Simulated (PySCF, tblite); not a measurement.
**C₃H₈O₃Si: geometry, infrared bands and NMR shifts**

Aim: predict the infrared bands and NMR shifts of C₃H₈O₃Si (`CO[SiH2]OCC=O`).

Programs: tblite 0.8.0 and PySCF 2.14.0, with density-fitted response routines of our own. Each step states its level of theory. These are calculated values for one molecule in the gas phase, unless marked as measured. Atoms count from 0, in the outputs and in this text.

**1. The molecule as given**

15 atoms, charge 0, multiplicity 1; geometry from: force field or distance geometry start.

Bonds of the start (Å): C0–O1 1.41, O1–Si2 1.68, Si2–O3 1.65, O3–C4 1.41, C4–C5 1.51, C5–O6 1.23, C0–H7 1.10, C0–H8 1.09, C0–H9 1.10, Si2–H10 1.47, Si2–H11 1.49, C4–H12 1.10, C4–H13 1.09, C5–H14 1.09.

**2. Relaxing the molecule with GFN2-xTB**

Job settings and geometry (Å):

```
{"job": {"kind": "relax", "xc": "GFN2-xTB", "basis": "xTB"}, "charge": 0, "multiplicity": 1}
C     -2.780400     0.630300    -0.065300
O     -1.437700     0.357700    -0.380700
Si    -0.590500    -0.683000     0.631800
O      0.916700    -0.941000     0.002100
C      1.727400     0.180400    -0.260800
C      3.067000    -0.319000    -0.745000
O      4.144900     0.149500    -0.367000
H     -2.878300     1.121200     0.919000
H     -3.167100     1.323200    -0.818800
H     -3.405400    -0.276400    -0.095900
H     -0.481900    -0.060800     1.964600
H     -1.334900    -1.964700     0.732600
H      1.292800     0.784600    -1.067400
H      1.886600     0.795700     0.624400
H      3.036500    -1.089800    -1.520000
```

Command:

```
OMP_NUM_THREADS=1 python probes_run.py task.json out
```

This one command runs all jobs of the session in turn.

**Question.** This job is followed by: GFN2-xTB harmonic vibrations, gas phase; GIAO PBE0/pcSseg-1 NMR shielding, non-relativistic, gas phase. What will the session give for the following? strongest single infrared mode (GFN2-xTB); zero-point energy (GFN2-xTB); ¹³C shifts against TMS (PBE0/pcSseg-1); ¹H shifts against TMS (PBE0/pcSseg-1, means over atoms taken as alike); ¹⁷O shifts against H2O (PBE0/pcSseg-1); ²⁹Si shifts against TMS (PBE0/pcSseg-1).

The runs gave:

| quantity | value |
| --- | --- |
| strongest single infrared mode (GFN2-xTB) | 2221 cm⁻¹, 311 km/mol |
| zero-point energy (GFN2-xTB) | 67.1 kcal/mol |
| ¹³C shifts against TMS (PBE0/pcSseg-1) | 213.1, 70.6, 51.2 ppm |
| ¹H shifts against TMS (PBE0/pcSseg-1, means over atoms taken as alike) | 10.27, 4.90, 4.36, 3.88 ppm |
| ¹⁷O shifts against H2O (PBE0/pcSseg-1) | 700.5, 32.8, 13.7 ppm |
| ²⁹Si shifts against TMS (PBE0/pcSseg-1) | -32.9 ppm |

In words: Over 115 steps the energy fell by 0.334 eV; of the close pairs, O1–Si2 changed most, 1.681 to 1.622 Å. All 39 modes are real, so the xTB geometry is a minimum. The strongest single mode, at 2221 cm⁻¹, moves mainly H10. Unscaled tight-binding wavenumbers are off by several per cent, some by more. Its intensities can rank the bands wrongly. C5 (aldehyde carbonyl carbon) lies farthest downfield among carbon, at 213.1 ppm; low-lying n→π* states of the double bond to the heteroatom give a large paramagnetic term (-276 ppm). H14 (hydrogen on an aldehyde carbonyl carbon) lies farthest downfield among hydrogen, at 10.27 ppm; the formyl region, downfield of aromatic protons. At PBE0/pcSseg-1: The largest span, 1412 ppm, is at O6, where the paramagnetic term is -757 ppm.
